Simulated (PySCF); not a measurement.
**Si₅H₁₂: electronic structure in real space**

For Si₅H₁₂, the scripts below analyse its density (charges, bond critical points, surface potential), see where an electron leaves and enters and measure its response to a uniform field.

The runs use PySCF 2.14.0; levels as typed in each script, gas phase, geometry from GFN2-xTB.

## (1) The starting structure

SMILES `[SiH3][Si]([SiH3])([SiH3])[SiH3]`, 17 atoms, charge 0, spin multiplicity 1.

Bond lengths: Si1–Si2 2.344 Å, Si1–H6 1.465 Å, Si1–H7 1.465 Å, Si1–H8 1.465 Å, Si2–Si3 2.344 Å, Si2–Si4 2.344 Å, Si2–Si5 2.344 Å, Si3–H9 1.465 Å, Si3–H10 1.465 Å, Si3–H11 1.465 Å, Si4–H12 1.465 Å, Si4–H13 1.465 Å, Si4–H14 1.464 Å, Si5–H15 1.465 Å, Si5–H16 1.465 Å, Si5–H17 1.465 Å. Angles: Si2–Si1–H6 112.4°, Si2–Si1–H7 112.4°, Si2–Si1–H8 112.6°, H6–Si1–H7 106.3°, H6–Si1–H8 106.4°, H7–Si1–H8 106.3°, Si1–Si2–Si3 109.6°, Si1–Si2–Si4 109.7°, Si1–Si2–Si5 109.3°, Si3–Si2–Si4 109.1°, Si3–Si2–Si5 109.6°, Si4–Si2–Si5 109.6°, Si2–Si3–H9 112.7°, Si2–Si3–H10 112.4°, Si2–Si3–H11 112.4°, H9–Si3–H10 106.4°, H9–Si3–H11 106.3°, H10–Si3–H11 106.3° and more.

As a file:

```
Si    1.52145   -1.78017    0.13651
Si    0.00160   -0.00085    0.00052
Si   -1.30498   -0.22732   -1.93241
Si   -1.39999   -0.01423    1.87927
Si    1.18272    2.02207   -0.08367
H     2.40642   -1.84959   -1.02856
H     2.39234   -1.68141    1.30981
H     0.85616   -3.08170    0.22744
H    -0.51510   -0.13054   -3.16191
H    -2.00011   -1.51531   -1.98920
H    -2.34139    0.80317   -2.02809
H    -2.13583   -1.27315    2.01802
H    -2.40739    1.04795    1.82895
H    -0.66514    0.17423    3.13194
H     1.98634    2.25054    1.11935
H     2.11227    2.07923   -1.21404
H     0.30031    3.18337   -0.21672
```

## (2) Density, bond paths and surface potential (PBE/def2-tzvp)

The input, input.py:

```python
import numpy as np
from pyscf import gto, scf, dft
from pyscf.scf import atom_ks, atom_hf
from scipy.linalg import block_diag

def solve(mol, dm0=None, hcore=None):
    mf = (dft.UKS if mol.spin else dft.RKS)(mol, xc='pbe')
    mf.grids.level = 3
    mf = mf.density_fit(auxbasis='def2-universal-jkfit')
    mf.conv_tol, mf.max_cycle = 1e-8, 80
    if hcore is not None:
        mf.get_hcore = lambda *args: hcore
    mf.kernel(dm0)
    if not mf.converged:
        mf = mf.newton().run(mf.mo_coeff, mf.mo_occ, max_cycle=30)
    assert mf.converged, 'SCF not converged'
    return mf

mol = gto.M(atom='''
Si     1.52145    -1.78017     0.13651
Si     0.00160    -0.00085     0.00052
Si    -1.30498    -0.22732    -1.93241
Si    -1.39999    -0.01423     1.87927
Si     1.18272     2.02207    -0.08367
H      2.40642    -1.84959    -1.02856
H      2.39234    -1.68141     1.30981
H      0.85616    -3.08170     0.22744
H     -0.51510    -0.13054    -3.16191
H     -2.00011    -1.51531    -1.98920
H     -2.34139     0.80317    -2.02809
H     -2.13583    -1.27315     2.01802
H     -2.40739     1.04795     1.82895
H     -0.66514     0.17423     3.13194
H      1.98634     2.25054     1.11935
H      2.11227     2.07923    -1.21404
H      0.30031     3.18337    -0.21672
''', basis='def2-tzvp', charge=0, spin=0, verbose=4)
mf = solve(mol)
mf.analyze()
# spherically averaged free atoms, for the promolecule
atm = atom_ks.get_atm_nrks(mol, xc='pbe')
pro = block_diag(*[(atm[a[0]][2] * atm[a[0]][3]) @ atm[a[0]][2].T for a in mol._atom])
np.savez('result.npz', e=mf.e_tot, c=mf.mo_coeff, occ=mf.mo_occ, eps=mf.mo_energy, pro=pro, dip=mf.dip_moment(verbose=0), s2=mf.spin_square()[0])
```

Launch:

```
$ OMP_NUM_THREADS=1 python input.py
```

## (4) Removing and adding an electron (PBE/def2-tzvp)

The input, input.py:

```python
import numpy as np
from pyscf import gto, scf, dft
from pyscf.scf import atom_ks, atom_hf
from scipy.linalg import block_diag

def solve(mol, dm0=None, hcore=None):
    mf = (dft.UKS if mol.spin else dft.RKS)(mol, xc='pbe')
    mf.grids.level = 3
    mf = mf.density_fit(auxbasis='def2-universal-jkfit')
    mf.conv_tol, mf.max_cycle = 1e-8, 80
    if hcore is not None:
        mf.get_hcore = lambda *args: hcore
    mf.kernel(dm0)
    if not mf.converged:
        mf = mf.newton().run(mf.mo_coeff, mf.mo_occ, max_cycle=30)
    assert mf.converged, 'SCF not converged'
    return mf

mol = gto.M(atom='''
Si     1.52145    -1.78017     0.13651
Si     0.00160    -0.00085     0.00052
Si    -1.30498    -0.22732    -1.93241
Si    -1.39999    -0.01423     1.87927
Si     1.18272     2.02207    -0.08367
H      2.40642    -1.84959    -1.02856
H      2.39234    -1.68141     1.30981
H      0.85616    -3.08170     0.22744
H     -0.51510    -0.13054    -3.16191
H     -2.00011    -1.51531    -1.98920
H     -2.34139     0.80317    -2.02809
H     -2.13583    -1.27315     2.01802
H     -2.40739     1.04795     1.82895
H     -0.66514     0.17423     3.13194
H      1.98634     2.25054     1.11935
H      2.11227     2.07923    -1.21404
H      0.30031     3.18337    -0.21672
''', basis='def2-tzvp', charge=0, spin=0, verbose=4)
mf = solve(mol)
out = dict(e0=mf.e_tot, dm0=mf.make_rdm1(), c=mf.mo_coeff, occ=mf.mo_occ, eps=mf.mo_energy)
for name, dq, spin in [('cation', 1, 1)]:
    ion = mol.copy().set(charge=mol.charge + dq, spin=spin).build()
    mi = solve(ion)
    if spin and dq > 0 and mol.nao < 130:
        c, _, stable, _ = mi.stability(return_status=True)
        if not stable:
            mi = solve(ion, mi.make_rdm1(c, mi.mo_occ))
    print(name, 'vertical energy change / eV', (mi.e_tot - mf.e_tot) * 27.211386)
    out.update({'e_' + name: mi.e_tot, 'dm_' + name: mi.make_rdm1(), 's2_' + name: mi.spin_square()[0], 'eps_' + name: mi.mo_energy, 'occ_' + name: mi.mo_occ})
# spherically averaged free atoms, for the promolecule
atm = atom_ks.get_atm_nrks(mol, xc='pbe')
pro = block_diag(*[(atm[a[0]][2] * atm[a[0]][3]) @ atm[a[0]][2].T for a in mol._atom])
np.savez('result.npz', pro=pro, **out)
```

## (5) Response to an electric field (PBE/def2-tzvp)

The input, input.py:

```python
import numpy as np
from pyscf import gto, scf, dft
from pyscf.scf import atom_ks, atom_hf
from scipy.linalg import block_diag

def solve(mol, dm0=None, hcore=None):
    mf = (dft.UKS if mol.spin else dft.RKS)(mol, xc='pbe')
    mf.grids.level = 3
    mf = mf.density_fit(auxbasis='def2-universal-jkfit')
    mf.conv_tol, mf.max_cycle = 1e-8, 80
    if hcore is not None:
        mf.get_hcore = lambda *args: hcore
    mf.kernel(dm0)
    if not mf.converged:
        mf = mf.newton().run(mf.mo_coeff, mf.mo_occ, max_cycle=30)
    assert mf.converged, 'SCF not converged'
    return mf

mol = gto.M(atom='''
Si     1.52145    -1.78017     0.13651
Si     0.00160    -0.00085     0.00052
Si    -1.30498    -0.22732    -1.93241
Si    -1.39999    -0.01423     1.87927
Si     1.18272     2.02207    -0.08367
H      2.40642    -1.84959    -1.02856
H      2.39234    -1.68141     1.30981
H      0.85616    -3.08170     0.22744
H     -0.51510    -0.13054    -3.16191
H     -2.00011    -1.51531    -1.98920
H     -2.34139     0.80317    -2.02809
H     -2.13583    -1.27315     2.01802
H     -2.40739     1.04795     1.82895
H     -0.66514     0.17423     3.13194
H      1.98634     2.25054     1.11935
H      2.11227     2.07923    -1.21404
H      0.30031     3.18337    -0.21672
''', basis='def2-tzvp', charge=0, spin=0, verbose=4)
field = np.array([0.004, 0.0, 0.0])  # atomic units
mol.set_common_orig(mol.atom_charges() @ mol.atom_coords() / mol.atom_charges().sum())
mf = solve(mol)
out = dict(dm0=mf.make_rdm1(), d0=mf.dip_moment(unit='AU'), e0=mf.e_tot)
for name, sign in (('p', 1), ('m', -1)):
    h = mf.get_hcore() + sign * np.einsum('x,xij->ij', field, mol.intor('int1e_r'))
    mi = solve(mol, mf.make_rdm1(), h)
    out.update({'dm' + name: mi.make_rdm1(), 'd' + name: mi.dip_moment(unit='AU'), 'e' + name: mi.e_tot})
# spherically averaged free atoms, for the promolecule
atm = atom_ks.get_atm_nrks(mol, xc='pbe')
pro = block_diag(*[(atm[a[0]][2] * atm[a[0]][3]) @ atm[a[0]][2].T for a in mol._atom])
np.savez('result.npz', pro=pro, **out)
```

(Steps that only read results are left out.)

**Question.** What will these runs give? Wanted: dipole moment; HOMO, LUMO; polarisability along the field.

The runs gave:

| quantity | value |
| --- | --- |
| dipole moment (PBE/def2-tzvp) | 0.01 D |
| HOMO, LUMO (PBE/def2-tzvp) | -7.13, -1.25 eV |
| polarisability along the field (PBE/def2-tzvp) | 155.3 bohr³ |

What this shows: At PBE/def2-tzvp: The highest Hirshfeld charge is on Si1, Si3, Si4 and Si5 (+0.20 e), the lowest on H7, H10, H12 and H17 (−0.07 e). All values hold at the given geometry, in the gas phase.
